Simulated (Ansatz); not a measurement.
# BH5NSb: single points with varied inputs

Aim: run BH5NSb under a spread of inputs, and see what each costs and gives.

Computed with Ansatz 0.2.0, Gaussian basis. Level: the settings change from run to run.

### 1 The relaxed structure

The structure was relaxed beforehand with PBE0-D4 in a triple-zeta def2 set. Sb takes a core potential in def2 sets; no spin-orbit term is included.

SMILES `N[BH][SbH2]`, 8 atoms, charge 0, spin multiplicity 1.

Atoms are counted from 1 here; the program's logs count them from 0.

Bond lengths: N1–B2 1.383 Å, N1–H4 1.006 Å, N1–H5 1.008 Å, B2–Sb3 2.249 Å, B2–H6 1.197 Å, Sb3–H7 1.707 Å, Sb3–H8 1.712 Å. Angles: B2–N1–H4 123.8°, B2–N1–H5 122.7°, H4–N1–H5 113.5°, N1–B2–Sb3 122.0°, N1–B2–H6 118.7°, Sb3–B2–H6 119.2°, B2–Sb3–H7 92.3°, B2–Sb3–H8 94.2°, H7–Sb3–H8 92.3°.

### 2 revPBE/def2-TZVP

Set apart from the defaults: D3(BJ) dispersion.

in.yaml reads:

```yaml
crystal:
  periodic: [false, false, false]
  atoms:
    - {symbol: N, position_ang: [-0.907356, 0.818364, -0.606721]}
    - {symbol: B, position_ang: [0.383267, 0.615001, -0.152749]}
    - {symbol: Sb, position_ang: [1.242751, -1.446801, 0.112156]}
    - {symbol: H, position_ang: [-1.563945, 0.075113, -0.777440]}
    - {symbol: H, position_ang: [-1.287072, 1.736472, -0.774690]}
    - {symbol: H, position_ang: [1.081915, 1.567800, 0.041318]}
    - {symbol: H, position_ang: [1.427459, -1.227286, 1.794817]}
    - {symbol: H, position_ang: [-0.284820, -2.195562, 0.307506]}
basis:
  gaussian: {orbitals: def2-TZVP}
hamiltonian: {xc: {name: revPBE}, dispersion: d3bj}
```

Run with:

```sh
> ansatz run in.yaml --threads 2 --pin off --events-out ev --progress --plain --max-ram 4352MiB
```

Standard output:

```text
Functional definition: revPBE
  name "revPBE"
  cite "Zhang & Yang, Phys. Rev. Lett. 80, 890 (1998) doi:10.1103/PhysRevLett.80.890"
  cite "Perdew, Burke & Ernzerhof, Phys. Rev. Lett. 77, 3865 (1996) doi:10.1103/PhysRevLett.77.3865"
  parameter kappa = 1.245
  parameter beta = 0.06672455060314922
  exchange = pbe_x(kappa = kappa, mu = beta*pi^2/3)
  correlation = pbe_c(beta = beta)
927 factors; their error is unknown
mean field evaluation 1: about -8777.7120 eV, gradient 6.8e1 eV
mean field evaluation 2: about -8731.9098 eV, gradient 1.4e2 eV
mean field evaluation 4: about -8787.1772 eV, gradient 1.2e1 eV
mean field evaluation 8: about -8787.5781 eV, gradient 1.5e-1 eV
mean field evaluation 16: about -8787.5621 eV, gradient 1.4e-4 eV
mean field -8787.56211575 eV, -322.9369513301 hartree, gradient 4.9e-5 eV, S^2 0.000000; 0 other end points of the search recorded, 0 dependent functions left out
reference -8787.56216888 eV, -322.9369532829 hartree; 20, 20 occupied and 122, 122 virtual orbitals, 927 factors
Total energy: -8787.92824643 eV, -322.9504063848 hartree
```

Run time: 1.6 s. Hardware: 2 threads of Arm Neoverse V2, shared host.

### 3 HF/STO-3G

This run has high accuracy, the search for lower states set to off.

in.yaml, as its differences from that of step 2:

```diff
@@ -12,3 +12,6 @@
 basis:
-  gaussian: {orbitals: def2-TZVP}
-hamiltonian: {xc: {name: revPBE}, dispersion: d3bj}
+  gaussian: {orbitals: STO-3G}
+hamiltonian: {xc: {name: HF}}
+accuracy: high
+scf: {lower_state_search: off}
+output: {forces: true}
```

Same command.

Standard output, cut to the lines that bear on the results:

```text
Functional definition: HF
  name "HF"
  cite "Fock, Z. Phys. 61, 126 (1930) doi:10.1007/BF01340294"
  parent pbe
[...]
620 factors; integrals over basis functions are off by at most 4.7e-9 eV
[...]
mean field -172313.78837738 eV, -6332.4149243880 hartree, gradient 1.6e-8 eV, S^2 0.000000; 0 other end points of the search recorded, 0 dependent functions left out
[...]
reference -172313.78837738 eV, -6332.4149243880 hartree; 34, 34 occupied and 8, 8 virtual orbitals, 620 factors
Total energy: -172313.78837738 eV, -6332.4149243880 hartree
Atom 0 at    -0.907356     0.818364    -0.606721 Å, force     1.407289    -0.082242     0.569303 eV/Å
Atom 1 at     0.383267     0.615001    -0.152749 Å, force     0.692516     0.371717    -0.245175 eV/Å
Atom 2 at     1.242751    -1.446801     0.112156 Å, force    -1.544191     0.222030     1.653798 eV/Å
Atom 3 at    -1.563945     0.075113    -0.777440 Å, force    -0.576470    -0.422807    -0.229956 eV/Å
Atom 4 at    -1.287072     1.736472    -0.774690 Å, force    -0.412747     0.571380    -0.113581 eV/Å
Atom 5 at     1.081915     1.567800     0.041318 Å, force    -0.849244    -0.859106    -0.152704 eV/Å
Atom 6 at     1.427459    -1.227286     1.794817 Å, force     0.044175    -0.283975    -1.253968 eV/Å
Atom 7 at    -0.284820    -2.195562     0.307506 Å, force     1.238671     0.483002    -0.227718 eV/Å
Dipole moment:    -0.476355     0.220390    -0.033627 e Å
Checks for a lower state left out: stability, starts, cluster_reference, orbital_swaps, neighbouring_geometries, increment
```

It took 0.6 s on 2 threads of Arm Neoverse V2, shared host.

Largest force 2.274 eV/Å, dipole 2.53 D.

### 4 PBE-QIDH/STO-3G

Set apart from the defaults: high accuracy, the search for lower states set to full.

in.yaml, as its differences from that of step 3:

```diff
@@ -13,5 +13,5 @@
   gaussian: {orbitals: STO-3G}
-hamiltonian: {xc: {name: HF}}
+hamiltonian: {xc: {name: PBE-QIDH}}
 accuracy: high
-scf: {lower_state_search: off}
+scf: {lower_state_search: full}
 output: {forces: true}
```

Same command.

Standard output, cut to the lines that bear on the results:

```text
Functional definition: PBE-QIDH
  name "PBE-QIDH"
  cite "Brémond, Sancho-García, Pérez-Jiménez & Adamo, J. Chem. Phys. 141, 031101 (2014) doi:10.1063/1.4890314"
  cite "Perdew, Burke & Ernzerhof, Phys. Rev. Lett. 77, 3865 (1996) doi:10.1103/PhysRevLett.77.3865"
[...]
620 factors; integrals over basis functions are off by at most 4.7e-9 eV
[...]
mean field -172362.19268067 eV, -6334.1937497244 hartree, gradient 2.1e-8 eV, S^2 0.000000; 0 other end points of the search recorded, 0 dependent functions left out
20 core orbitals not correlated: weight in the atoms' cores, before any rotation towards them, 1.000 or more for the frozen orbitals, at most 0.000 for the correlated occupied ones
reference -172362.19268138 eV, -6334.1937497505 hartree; 14, 14 occupied and 8, 8 virtual orbitals, 620 factors
second order -3.97829197 eV of doubles, -0.00000000 eV of singles
[...]
Total energy: -172363.51877870 eV, -6334.2424829282 hartree
Atom 0 at    -0.907356     0.818364    -0.606721 Å, force     2.057918    -0.212398     0.762959 eV/Å
Atom 1 at     0.383267     0.615001    -0.152749 Å, force     0.587723    -0.000058    -0.134754 eV/Å
Atom 2 at     1.242751    -1.446801     0.112156 Å, force    -1.269895     0.404851     1.188960 eV/Å
Atom 3 at    -1.563945     0.075113    -0.777440 Å, force    -1.006446    -0.957877    -0.340856 eV/Å
Atom 4 at    -1.287072     1.736472    -0.774690 Å, force    -0.643512     1.211203    -0.227867 eV/Å
Atom 5 at     1.081915     1.567800     0.041318 Å, force    -0.680751    -0.632891    -0.135505 eV/Å
Atom 6 at     1.427459    -1.227286     1.794817 Å, force     0.008305    -0.212022    -0.964989 eV/Å
Atom 7 at    -0.284820    -2.195562     0.307506 Å, force     0.946658     0.399191    -0.147948 eV/Å
Dipole moment:    -0.582766     0.245521    -0.036412 e Å
```

Wall time 5.5 s (2 threads of Arm Neoverse V2, shared host).

Largest force 2.205 eV/Å, dipole 3.04 D.

### 5 BHLYP/def2-TZVPD

Options: charge +1, multiplicity 2, D3(BJ) dispersion, high accuracy.

in.yaml, as its differences from that of step 4:

```diff
@@ -12,6 +12,7 @@
 basis:
-  gaussian: {orbitals: STO-3G}
-hamiltonian: {xc: {name: PBE-QIDH}}
+  gaussian: {orbitals: def2-TZVPD}
+total_charge: 1
+magnetization: {spin_polarized: true, initial_magnetization: 1}
+hamiltonian: {xc: {name: BHLYP}, dispersion: d3bj}
 accuracy: high
-scf: {lower_state_search: full}
 output: {forces: true}
```

Launched as before.

Standard output, cut to the lines that bear on the results:

```text
Functional definition: BHLYP
  name "BHLYP"
  cite "Becke, J. Chem. Phys. 98, 1372 (1993) doi:10.1063/1.464304"
  cite "Becke, Phys. Rev. A 38, 3098 (1988) doi:10.1103/PhysRevA.38.3098"
  cite "Lee, Yang & Parr, Phys. Rev. B 37, 785 (1988) doi:10.1103/PhysRevB.37.785"
[...]
3148 factors; integrals over basis functions are off by at most 3.3e-9 eV
[...]
mean field -8775.14538270 eV, -322.4806448071 hartree, gradient 5.8e-8 eV, S^2 0.758419; 2 other end points of the search recorded, 0 dependent functions left out
[...]
reference -8775.14541173 eV, -322.4806458739 hartree; 20, 19 occupied and 155, 156 virtual orbitals, 3148 factors
Total energy: -8775.37334676 eV, -322.4890223317 hartree
Atom 0 at    -0.907356     0.818364    -0.606721 Å, force     1.068533    -1.287358     0.520026 eV/Å
Atom 1 at     0.383267     0.615001    -0.152749 Å, force    -1.208814     2.660911    -1.515573 eV/Å
Atom 2 at     1.242751    -1.446801     0.112156 Å, force    -1.209182     0.024267     1.280480 eV/Å
Atom 3 at    -1.563945     0.075113    -0.777440 Å, force     0.027054     0.251776    -0.172572 eV/Å
Atom 4 at    -1.287072     1.736472    -0.774690 Å, force     0.135078    -0.107867     0.272763 eV/Å
Atom 5 at     1.081915     1.567800     0.041318 Å, force     0.181651    -0.751698     0.190488 eV/Å
Atom 6 at     1.427459    -1.227286     1.794817 Å, force     0.458150    -0.430690    -0.323689 eV/Å
Atom 7 at    -0.284820    -2.195562     0.307506 Å, force     0.547530    -0.359340    -0.251923 eV/Å
Dipole moment:    -0.319063     0.235136    -0.156309 e Å
```

It took 29 s on 2 threads of Arm Neoverse V2, shared host; peak memory 1 GiB.

Largest force 3.292 eV/Å, ⟨S²⟩ 0.758.

### 6 B97M-V/def2-TZVPP

Set apart from the defaults: unrestricted orbitals.

in.yaml, as its differences from that of step 5:

```diff
@@ -12,7 +12,5 @@
 basis:
-  gaussian: {orbitals: def2-TZVPD}
-total_charge: 1
-magnetization: {spin_polarized: true, initial_magnetization: 1}
-hamiltonian: {xc: {name: BHLYP}, dispersion: d3bj}
-accuracy: high
+  gaussian: {orbitals: def2-TZVPP}
+magnetization: {spin_polarized: true, initial_magnetization: 0}
+hamiltonian: {xc: {name: B97M-V}}
 output: {forces: true}
```

The command is unchanged.

Standard output, cut to the lines that bear on the results:

```text
Functional definition: B97M-V
  name "B97M-V"
  cite "Mardirossian & Head-Gordon, J. Chem. Phys. 142, 074111 (2015) doi:10.1063/1.4907719"
  cite "Becke, J. Chem. Phys. 107, 8554 (1997) doi:10.1063/1.475007"
  cite "Vydrov & Van Voorhis, J. Chem. Phys. 133, 244103 (2010) doi:10.1063/1.3521275"
  # Of w^i u^j: cxij and so on, Table III.
[...]
  gx(w, u) = cx00 + cx01*u + cx02*u^2 + (cx10 + cx11*u)*w
  gss(w, u) = css00 + css02*u^2 + css10*w + (css32*w^3 + css42*w^4)*u^2
  gos(w, u) = cos00 + cos01*u + cos03*u^3 + cos10*w + cos32*w^3*u^2
[...]
      + integral(e_c_pw_mod_opposite_spin*gos(b97_w_opposite, b97_u_opposite)) + vv10(b, c)
1002 factors; their error is unknown
[...]
mean field -8787.02293438 eV, -322.9171367802 hartree, gradient 5.2e-5 eV, S^2 0.000000; 0 other end points of the search recorded, 0 dependent functions left out
[...]
reference -8787.02299794 eV, -322.9171391160 hartree; 20, 20 occupied and 162, 162 virtual orbitals, 1002 factors
Total energy: -8787.02299794 eV, -322.9171391160 hartree
Atom 0 at    -0.907356     0.818364    -0.606721 Å, force    -0.135649     0.065312    -0.049340 eV/Å
Atom 1 at     0.383267     0.615001    -0.152749 Å, force    -0.013820     0.055999    -0.010939 eV/Å
Atom 2 at     1.242751    -1.446801     0.112156 Å, force     0.125354     0.007845    -0.105764 eV/Å
Atom 3 at    -1.563945     0.075113    -0.777440 Å, force     0.134313     0.215772     0.036409 eV/Å
Atom 4 at    -1.287072     1.736472    -0.774690 Å, force     0.045248    -0.253288     0.027387 eV/Å
Atom 5 at     1.081915     1.567800     0.041318 Å, force    -0.056025    -0.036846    -0.020981 eV/Å
Atom 6 at     1.427459    -1.227286     1.794817 Å, force     0.030212     0.006573     0.123750 eV/Å
Atom 7 at    -0.284820    -2.195562     0.307506 Å, force    -0.129634    -0.061364    -0.000520 eV/Å
Dipole moment:    -0.392577     0.261958    -0.218187 e Å
```

Run time: 17 s. Hardware: 2 threads of Arm Neoverse V2, shared host; peak memory 0.36 GiB.

Largest force 0.259 eV/Å, dipole 2.50 D, ⟨S²⟩ 0.000.

### 7 SPW92/def2-TZVPD

Options: atoms shaken by 0.15 Å, a point charge of 2.00 e beside it.

in.yaml reads:

```yaml
crystal:
  periodic: [false, false, false]
  atoms:
    - {symbol: N, position_ang: [-0.803367, 0.910599, -0.649740]}
    - {symbol: B, position_ang: [0.529761, 0.719703, -0.045610]}
    - {symbol: Sb, position_ang: [1.270081, -1.464036, 0.159088]}
    - {symbol: H, position_ang: [-1.561415, 0.129739, -0.883157]}
    - {symbol: H, position_ang: [-1.334295, 1.808794, -0.527042]}
    - {symbol: H, position_ang: [1.024160, 1.296507, -0.009725]}
    - {symbol: H, position_ang: [1.356878, -1.364172, 1.834398]}
    - {symbol: H, position_ang: [-0.271099, -2.300529, 0.277181]}
basis:
  gaussian: {orbitals: def2-TZVPD, point_charges: [{charge: 2.00, position_ang: [5.971, -0.509, -0.723]}]}
hamiltonian: {xc: {name: SPW92}}
```

Same command.

Standard output:

```text
Functional definition: SPW92
  name "SPW92"
  cite "Dirac, Proc. Camb. Phil. Soc. 26, 376 (1930) doi:10.1017/S0305004100016108"
  cite "Slater, Phys. Rev. 81, 385 (1951) doi:10.1103/PhysRev.81.385"
  cite "Perdew & Wang, Phys. Rev. B 45, 13244 (1992) doi:10.1103/PhysRevB.45.13244"
  exchange = slater_x
  correlation = pw_c
1012 factors; their error is unknown
mean field evaluation 1: about -8740.4437 eV, gradient 6.7e1 eV
mean field evaluation 2: about -8664.9873 eV, gradient 1.5e2 eV
mean field evaluation 4: about -8750.4500 eV, gradient 1.6e1 eV
mean field evaluation 8: about -8751.1953 eV, gradient 2.9e-1 eV
mean field evaluation 16: about -8751.1803 eV, gradient 8.0e-5 eV
mean field -8751.18033363 eV, -321.5999454977 hartree, gradient 2.0e-5 eV, S^2 0.000000; 0 other end points of the search recorded, 0 dependent functions left out
reference -8751.18038901 eV, -321.5999475330 hartree; 20, 20 occupied and 155, 155 virtual orbitals, 1012 factors
Total energy: -8751.18038901 eV, -321.5999475330 hartree
```

Wall time 1.2 s (2 threads of Arm Neoverse V2, shared host).

### 8 PBE0-DH/def2-TZVPP

Options: charge +1, multiplicity 2, atoms shaken by 0.15 Å, the search for lower states set to full.

in.yaml reads:

```yaml
crystal:
  periodic: [false, false, false]
  atoms:
    - {symbol: N, position_ang: [-0.791875, 0.776596, -0.544363]}
    - {symbol: B, position_ang: [0.474784, 0.715319, -0.160042]}
    - {symbol: Sb, position_ang: [1.195092, -1.564728, 0.260751]}
    - {symbol: H, position_ang: [-1.525107, -0.007467, -0.529400]}
    - {symbol: H, position_ang: [-1.369558, 1.598481, -0.874370]}
    - {symbol: H, position_ang: [1.021394, 1.585238, 0.138846]}
    - {symbol: H, position_ang: [1.358136, -1.192564, 1.667702]}
    - {symbol: H, position_ang: [-0.308302, -2.173441, 0.403060]}
basis:
  gaussian: {orbitals: def2-TZVPP}
total_charge: 1
magnetization: {spin_polarized: true, initial_magnetization: 1}
hamiltonian: {xc: {name: PBE0-DH}}
scf: {lower_state_search: full}
```

The command is unchanged.

Standard output, cut to the lines that bear on the results:

```text
Functional definition: PBE0-DH
  name "PBE0-DH"
  cite "Brémond & Adamo, J. Chem. Phys. 135, 024106 (2011) doi:10.1063/1.3604569"
  cite "Perdew, Burke & Ernzerhof, Phys. Rev. Lett. 77, 3865 (1996) doi:10.1103/PhysRevLett.77.3865"
[...]
1220 factors; integrals over basis functions are off by at most 1.0e-3 eV
[...]
mean field -8770.10970262 eV, -322.2955869776 hartree, gradient 6.2e-6 eV, S^2 0.765035; 6 other end points of the search recorded, 0 dependent functions left out
6 core orbitals not correlated: weight in the atoms' cores, before any rotation towards them, 1.000 or more for the frozen orbitals, at most 0.000 for the correlated occupied ones
reference -8770.10972479 eV, -322.2955877921 hartree; 14, 13 occupied and 162, 163 virtual orbitals, 1220 factors
second order -21.26734744 eV of doubles, -0.00000000 eV of singles
Total energy: -8772.76814322 eV, -322.3932828674 hartree
```

Run time: 25 s. Hardware: 2 threads of Arm Neoverse V2, shared host; peak memory 0.6 GiB.

⟨S²⟩ 0.765.

### 9 B3LYP/def2-SVP

This run has unrestricted orbitals, density fitting with def2-universal-jkfit, finite nuclei, D3(BJ) dispersion.

in.yaml reads:

```yaml
crystal:
  periodic: [false, false, false]
  atoms:
    - {symbol: N, position_ang: [-0.907356, 0.818364, -0.606721]}
    - {symbol: B, position_ang: [0.383267, 0.615001, -0.152749]}
    - {symbol: Sb, position_ang: [1.242751, -1.446801, 0.112156]}
    - {symbol: H, position_ang: [-1.563945, 0.075113, -0.777440]}
    - {symbol: H, position_ang: [-1.287072, 1.736472, -0.774690]}
    - {symbol: H, position_ang: [1.081915, 1.567800, 0.041318]}
    - {symbol: H, position_ang: [1.427459, -1.227286, 1.794817]}
    - {symbol: H, position_ang: [-0.284820, -2.195562, 0.307506]}
basis:
  gaussian: {orbitals: def2-SVP, fitting: {mean_field: def2-universal-jkfit}, nuclear_model: gaussian}
magnetization: {spin_polarized: true, initial_magnetization: 0}
hamiltonian: {xc: {name: B3LYP}, dispersion: d3bj}
```

The command is unchanged.

Standard output, cut to the lines that bear on the results:

```text
Functional definition: B3LYP
  name "B3LYP"
  cite "Stephens, Devlin, Chabalowski & Frisch, J. Phys. Chem. 98, 11623 (1994) doi:10.1021/j100096a001"
  cite "Becke, Phys. Rev. A 38, 3098 (1988) doi:10.1103/PhysRevA.38.3098"
  cite "Lee, Yang & Parr, Phys. Rev. B 37, 785 (1988) doi:10.1103/PhysRevB.37.785"
  cite "Vosko, Wilk & Nusair, Can. J. Phys. 58, 1200 (1980) doi:10.1139/p80-159"
[...]
460 factors; integrals over basis functions are off by at most 3.7e-1 eV
[...]
mean field -8786.64414374 eV, -322.9032164811 hartree, gradient 4.4e-5 eV, S^2 0.000000; 0 other end points of the search recorded, 0 dependent functions left out
reference -8786.64438922 eV, -322.9032255024 hartree; 20, 20 occupied and 59, 59 virtual orbitals, 460 factors
Total energy: -8786.91941016 eV, -322.9133323355 hartree
```

It took 1.4 s on 2 threads of Arm Neoverse V2, shared host.

⟨S²⟩ 0.000.

### 10 All runs side by side

| level | charge | multiplicity | geometry | functions | energy (eV) | time |
| --- | --- | --- | --- | --- | --- | --- |
| revPBE/def2-TZVP | 0 | 1 | relaxed | 142 | -8787.928 | 1.6 s |
| HF/STO-3G | 0 | 1 | relaxed | 42 | -172313.788 | 0.6 s |
| PBE-QIDH/STO-3G | 0 | 1 | relaxed | 42 | -172363.519 | 5.5 s |
| BHLYP/def2-TZVPD | 1 | 2 | relaxed | 175 | -8775.373 | 29 s |
| B97M-V/def2-TZVPP | 0 | 1 | relaxed | 182 | -8787.023 | 17 s |
| SPW92/def2-TZVPD | 0 | 1 | shaken, point charge | 175 | -8751.180 | 1.2 s |
| PBE0-DH/def2-TZVPP | 1 | 2 | shaken | 182 | -8772.768 | 25 s |
| B3LYP/def2-SVP | 0 | 1 | relaxed | 79 | -8786.919 | 1.4 s |

### 11 Outcome

| quantity | value |
| --- | --- |
| runs | 8 |
| quickest | HF/STO-3G, 0.6 s |
| slowest | BHLYP/def2-TZVPD, 29 s |
| spread of total energies, same state and geometry | 163576.6 eV |
| dipole, same state and geometry | 2.50 to 3.04 D |

BHLYP/def2-TZVPD took 48 times as long as HF/STO-3G. The jobs differ in tasks and options as well as level. The totals spread over 163577 eV; they can't be compared across methods or bases. At the PBE0-D4/def2-TZVP geometry and in the same state, runs without warnings or point charges leave forces up to 2.27 eV/Å (HF/STO-3G). At that geometry and state the dipole changes by 22 % between the lowest and highest value.
